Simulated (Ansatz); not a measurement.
# Mo7PS16: the cost of one run

Program: Ansatz 0.2.0. Level of theory: DFT, PBE, plane-wave PAW, default files, scalar-relativistic, as far as a step names no other. These are calculated values, not measurements.

1 further run of the same task is left out (it didn't finish).

## Step 1: The system as given

Symmetry: P-6m2, No. 187, hexagonal system. The conventional cell has a = 6.338 Å, b = 6.338 Å, c = 12.324 Å, α = 90.00°, β = 90.00°, γ = 120.00°. Around P (site symmetry -6m2) lie 6 S at 2.41 Å. Mo (site symmetry mm2) has 6 S at 2.41 Å as nearest neighbours. Around Mo (site symmetry -6m2) lie 6 S at 2.41 Å. S (site symmetry 3m) has 3 Mo at 2.41 Å as nearest neighbours. S (site symmetry m) has 3 Mo at 2.41 Å as nearest neighbours. Around S (site symmetry m) lie 2 Mo at 2.41 Å and 1 P at 2.41 Å.

As a file:

```
CELL_PARAMETERS angstrom
6.33800 0.00000 0.00000
-3.16900 5.48887 0.00000
0.00000 0.00000 12.32400
ATOMIC_POSITIONS crystal
P 0.16667 0.33333 0.25000
Mo 0.16667 0.83333 0.25000
Mo 0.66667 0.33333 0.25000
Mo 0.66667 0.83333 0.25000
Mo 0.33333 0.16667 0.75000
Mo 0.33333 0.66667 0.75000
Mo 0.83333 0.16667 0.75000
Mo 0.83333 0.66667 0.75000
S 0.16667 0.33333 0.62300
S 0.16667 0.83333 0.62300
S 0.66667 0.33333 0.62300
S 0.66667 0.83333 0.62300
S 0.33333 0.16667 0.12300
S 0.33333 0.66667 0.12300
S 0.83333 0.16667 0.12300
S 0.83333 0.66667 0.12300
S 0.16667 0.33333 0.87700
S 0.16667 0.83333 0.87700
S 0.66667 0.33333 0.87700
S 0.66667 0.83333 0.87700
S 0.33333 0.16667 0.37700
S 0.33333 0.66667 0.37700
S 0.83333 0.16667 0.37700
S 0.83333 0.66667 0.37700
```

Atom 1 of the input is the impurity.

## Step 2: First run, atoms as given

input.yaml

```yaml
crystal:
  lattice:
    - [6.338, 0.0, 0.0]
    - [-3.169, 5.4888690092, 0.0]
    - [0.0, 0.0, 12.324]
  atoms:
    - { symbol: P, position: [0.1666666666, 0.3333333334, 0.25] }
    - { symbol: Mo, position: [0.1666666666, 0.8333333334, 0.25] }
    - { symbol: Mo, position: [0.6666666666, 0.3333333334, 0.25] }
    - { symbol: Mo, position: [0.6666666666, 0.8333333334, 0.25] }
    - { symbol: Mo, position: [0.3333333334, 0.1666666666, 0.75] }
    - { symbol: Mo, position: [0.3333333334, 0.6666666666, 0.75] }
    - { symbol: Mo, position: [0.8333333334, 0.1666666666, 0.75] }
    - { symbol: Mo, position: [0.8333333334, 0.6666666666, 0.75] }
    - { symbol: S, position: [0.1666666666, 0.3333333334, 0.623] }
    - { symbol: S, position: [0.1666666666, 0.8333333334, 0.623] }
    - { symbol: S, position: [0.6666666666, 0.3333333334, 0.623] }
    - { symbol: S, position: [0.6666666666, 0.8333333334, 0.623] }
    - { symbol: S, position: [0.3333333334, 0.1666666666, 0.123] }
    - { symbol: S, position: [0.3333333334, 0.6666666666, 0.123] }
    - { symbol: S, position: [0.8333333334, 0.1666666666, 0.123] }
    - { symbol: S, position: [0.8333333334, 0.6666666666, 0.123] }
    - { symbol: S, position: [0.1666666666, 0.3333333334, 0.877] }
    - { symbol: S, position: [0.1666666666, 0.8333333334, 0.877] }
    - { symbol: S, position: [0.6666666666, 0.3333333334, 0.877] }
    - { symbol: S, position: [0.6666666666, 0.8333333334, 0.877] }
    - { symbol: S, position: [0.3333333334, 0.1666666666, 0.377] }
    - { symbol: S, position: [0.3333333334, 0.6666666666, 0.377] }
    - { symbol: S, position: [0.8333333334, 0.1666666666, 0.377] }
    - { symbol: S, position: [0.8333333334, 0.6666666666, 0.377] }
total_charge: 1
kpoints:
  mp_grid: { grid: [4, 4, 2] }
scf:
  occupations: { method: fermi_dirac, width: 0.01 }
hamiltonian:
  xc: pbe
  pseudopotentials: { kind: paw }
output:
  forces: true
  stress: true
  populations: true
  efg:
    quadrupole_moments_barn: { Mo: -0.022, S: -0.0694 }
    contact_densities: true
```

Started as:

```console
$ ansatz run input.yaml --threads 1 --pin off --max-ram 3072MiB --backend cpu --events-out ev --progress --plain --runs-dir out
```

Q: Estimate wall time and peak memory on 1 thread of Arm Neoverse V1, shared host.

About 73 s, with a peak of 0.85 GiB.
